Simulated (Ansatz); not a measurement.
**BH5SeSi: up Jacob's ladder to CCSD(T)**

Aim: compute BH5SeSi with functionals from several rungs and with coupled cluster. The yardstick is the atomisation energy at the CCSD(T) limit.

Program: Ansatz 0.2.0, Gaussian basis. Level of theory: functionals in def2-TZVPP, the program's frozen cores in correlated methods. These are calculated values, not measurements.

Plan: LDA (SPW92), PBE-D4, revPBE-D4, BLYP-D4, r2SCAN-D4, B97M-V, PBE0-D4, B3LYP-D4, r2SCANh-D4, r2SCAN0-D4, HSE06-D4, BHLYP-D4, CAM-B3LYP-D4, LC-ωPBE, ωB97X-V, ωB97M-V, B2PLYP, PBE-QIDH; CCSD(T)/def2-SVP; CCSD(T)/def2-TZVPP; MP2/def2-QZVPP; extrapolation to the limit; RPA on PBE.

## 1. The relaxed structure

The geometry comes from an earlier relaxation with PBE0-D4 in a triple-zeta def2 set; it is a stationary point, not always the lowest conformer.

8 atoms, charge 0, spin multiplicity 1.

Atoms are counted from 1 here; the program's logs count them from 0.

Bond lengths: B1–Si2 1.951 Å, B1–Se3 2.216 Å, B1–H4 1.193 Å, B1–H5 1.196 Å, Si2–Se3 2.389 Å, Si2–H6 1.484 Å, Si2–H7 1.484 Å, Se3–H8 1.469 Å. Angles: Si2–B1–Se3 69.6°, Si2–B1–H4 120.5°, Si2–B1–H5 115.8°, Se3–B1–H4 109.1°, Se3–B1–H5 104.2°, H4–B1–H5 121.4°, B1–Si2–Se3 60.4°, B1–Si2–H6 125.7°, B1–Si2–H7 124.2°, Se3–Si2–H6 106.5°, Se3–Si2–H7 106.1°, H6–Si2–H7 110.1°, B1–Se3–Si2 50.0°, B1–Se3–H8 96.7°, Si2–Se3–H8 92.5°.

As a file:

```csv
atom,x (Å),y (Å),z (Å)
B1,-0.8284,0.0405,-0.7775
Si2,0.5262,0.8672,0.3581
Se3,0.6751,-1.4619,-0.1501
H4,-1.8920,-0.2617,-0.3285
H5,-0.6591,0.1518,-1.9567
H6,0.4688,0.9722,1.8377
H7,1.7797,1.4787,-0.1480
H8,0.0218,-1.8439,1.1093
```

## 2. LDA

This LDA is Slater exchange with PW92 correlation.

File in.yaml:

```yaml
crystal:
  periodic: [false, false, false]
  atoms:
    - {symbol: B, position_ang: [-0.828426, 0.040531, -0.777467]}
    - {symbol: Si, position_ang: [0.526195, 0.867191, 0.358140]}
    - {symbol: Se, position_ang: [0.675053, -1.461921, -0.150109]}
    - {symbol: H, position_ang: [-1.891973, -0.261694, -0.328530]}
    - {symbol: H, position_ang: [-0.659135, 0.151832, -1.956672]}
    - {symbol: H, position_ang: [0.468772, 0.972202, 1.837660]}
    - {symbol: H, position_ang: [1.779742, 1.478679, -0.147970]}
    - {symbol: H, position_ang: [0.021773, -1.843919, 1.109250]}
basis:
  gaussian: {orbitals: def2-TZVPP}
hamiltonian: {xc: lda}
output: {orbitals: {seedname: orbitals}}
```

On the command line:

```
$ ansatz run in.yaml --threads 2 --pin off --events-out ev --progress --plain --max-ram 4352MiB
```

Further steps of the session: PBE-D4 (GGA); revPBE-D4 (GGA); BLYP-D4 (GGA); r2SCAN-D4 (meta-GGA); B97M-V (meta-GGA); PBE0-D4 (hybrid); B3LYP-D4 (hybrid); r2SCANh-D4 (hybrid); r2SCAN0-D4 (hybrid); HSE06-D4 (hybrid); BHLYP-D4 (hybrid); CAM-B3LYP-D4 (range-separated); LC-ωPBE (range-separated); ωB97X-V (range-separated); ωB97M-V (range-separated); B2PLYP (double hybrid); PBE-QIDH (double hybrid); CCSD(T) in def2-SVP; CCSD(T) in def2-TZVPP; MP2 in def2-QZVPP; RPA on PBE orbitals.

Before running them: what should the planned runs give, taken together? Wanted: atomisation energy, CCSD(T)/CBS; farthest beyond LDA; mean size of error, GGA; mean size of error, meta-GGA; mean size of error, hybrid; mean size of error, range-separated; mean size of error, double hybrid; gap, smallest and largest; T1 diagnostic.

**Answer**, as computed:

| quantity | value |
| --- | --- |
| atomisation energy, CCSD(T)/CBS | 2345.4 kJ/mol |
| functionals within 23.5 kJ/mol (1.0 %) | PBE-D4, revPBE-D4, BLYP-D4, r2SCAN-D4, B97M-V, PBE0-D4, B3LYP-D4, r2SCANh-D4, r2SCAN0-D4, HSE06-D4, CAM-B3LYP-D4, ωB97X-V, ωB97M-V, PBE-QIDH |
| farthest beyond LDA | BHLYP-D4 (-41.4 kJ/mol) |
| mean size of error, GGA | 20.6 kJ/mol |
| mean size of error, meta-GGA | 22.5 kJ/mol |
| mean size of error, hybrid | 9.4 kJ/mol |
| mean size of error, range-separated | 13.2 kJ/mol |
| mean size of error, double hybrid | 25.1 kJ/mol |
| gap, smallest and largest | 4.43 eV (LDA (SPW92)), 10.95 eV (LC-ωPBE) |
| T1 diagnostic | 0.0112 |
| triples share of the correlation energy | 3.9 % |

The LDA atomisation energy is off by 306.7 kJ/mol (13 %): it overbinds. PBE-D4 misses by +18.8 kJ/mol. Double hybrids carry the basis error of their MP2 part in triple zeta, and no dispersion term here, so their miss is partly the set-up's. The rungs hybrid, range-separated, GGA, meta-GGA miss on average by less than the doubt on the reference (23.5 kJ/mol), so they tie. Misses under about 23.5 kJ/mol are within the doubt on the reference itself, which lacks core-valence correlation, relativity and higher excitations, and its outer-core shells are covered unevenly. All levels share the lack of spin-orbit coupling, which lowers the free heavy atoms and so the true binding. Hartree-Fock recovers 74 % of the binding; the rest is correlation. CCSD(T) in def2-SVP is off by -151.6 kJ/mol, so the small basis spoils what the method gains. The gap grows from 4.4 to 10.9 eV across the functionals, mostly with the share of exact exchange. Correlated methods include outer-core shells of Se, which these sets cover unevenly.
